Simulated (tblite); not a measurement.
# AlClFGeH2O4: the cost of one run

Programs: tblite 0.8.0 and PySCF 2.14.0. All values are calculated, for the isolated system unless a continuum is named. Atoms count from 0, parts from 1.

## 1. Starting point

10 atoms, charge 0, multiplicity 2; geometry: distance geometry start.

## 2. Geometry optimisation with GFN2-xTB

What the job is given:

```
{"job": {"kind": "relax", "xc": "GFN2-xTB", "basis": "xTB"}, "charge": 0, "multiplicity": 2}
Ge    -0.444329    -1.481608     0.573937
F      0.367973    -3.053278     0.718935
Cl    -0.775702    -0.669360     2.630541
O      0.611550    -0.322598    -0.392580
Al     2.428051     0.018647    -0.100657
O      3.424198    -1.433409     0.548350
O      2.842598     1.686830     0.641403
O     -2.097668    -1.696837    -0.284680
H      3.060824    -2.186960     1.020860
H      2.690302     1.936316     1.576536
```

Method: GFN2-xTB geometry optimisation, gas phase.

Command:

```bash
> OMP_NUM_THREADS=1 python cluster_run.py task.json out
```

The driver reads the jobs from task.json and runs them one after another.

Q: Estimate the wall time of this first job on 1 thread of Intel Xeon Platinum 8488C, shared host.

About 3 s.
